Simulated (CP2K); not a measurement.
The system is MoSe.

```
Mo Se
1.0
     3.50023    0.00000    0.00000
     0.00000    3.50023    0.00000
     0.00000    0.00000    3.50023
Mo Se
1 1
Cartesian
  0.0000 0.0000 0.0000
  1.7501 1.7501 1.7501
```

The cell was built by a generator and needn't be a form met in nature.

| Property | Result |
| --- | --- |
| Program | CP2K 2026.2 |
| Task | relaxation of cell and atoms |
| Functional | RPBE |
| Potentials or basis | POTENTIAL_UZH Mo GTH-PBE-q14, Se GTH-PBE-q6; TZVP-MOLOPT-PBE-GTH basis |
| Density cutoff | 9184 eV |
| k mesh | 6 × 6 × 6 |
| Occupations | fermi-dirac, width 0.05 eV |
| Spin | no spin polarisation |

At the start: pressure -24.0 GPa; volume 21.44 Å³/atom.

Task: Where does the relaxation end?

Result: Over 8 steps the energy falls by 559.4 meV/atom and the volume is 15.92 Å³/atom (-25.7 %); space group Pm-3m (No. 221, to 0.05 Å).

The path:
| step | energy change (eV) | largest force (eV/Å) | volume (Å³) |
| --- | --- | --- | --- |
| 1 | 0.0000 | 0.0000 | 42.88 |
| 2 | -0.1027 | 0.0000 | 42.19 |
| 3 | -1.0651 | 0.0000 | 33.74 |
| 4 | -1.0755 | 0.0000 | 30.31 |
| 5 | -1.1183 | 0.0000 | 32.03 |
| 6 | -1.1188 | 0.0000 | 31.86 |
| 7 | -1.1189 | 0.0000 | 31.84 |
| 8 | -1.1189 | 0.0000 | 31.84 |

Final structure:
```cif
data_structure
_symmetry_space_group_name_H-M 'P 1'
_symmetry_Int_Tables_number 1
_cell_length_a 3.1696
_cell_length_b 3.1696
_cell_length_c 3.1696
_cell_angle_alpha 90.000
_cell_angle_beta 90.000
_cell_angle_gamma 90.000
_cell_volume 31.84
loop_
_atom_site_label
_atom_site_type_symbol
_atom_site_fract_x
_atom_site_fract_y
_atom_site_fract_z
_atom_site_occupancy
Mo1 Mo 0.00000 0.00000 0.00000 1
Se1 Se 0.50000 0.50000 0.50000 1
```

Caveat: the volume moved by over 15 % at a fixed basis, so the end points are rough; the potentials were made for another functional, which shifts forces and pressure; the basis of atomic orbitals isn't converged, which shifts pressures, moduli and gaps.
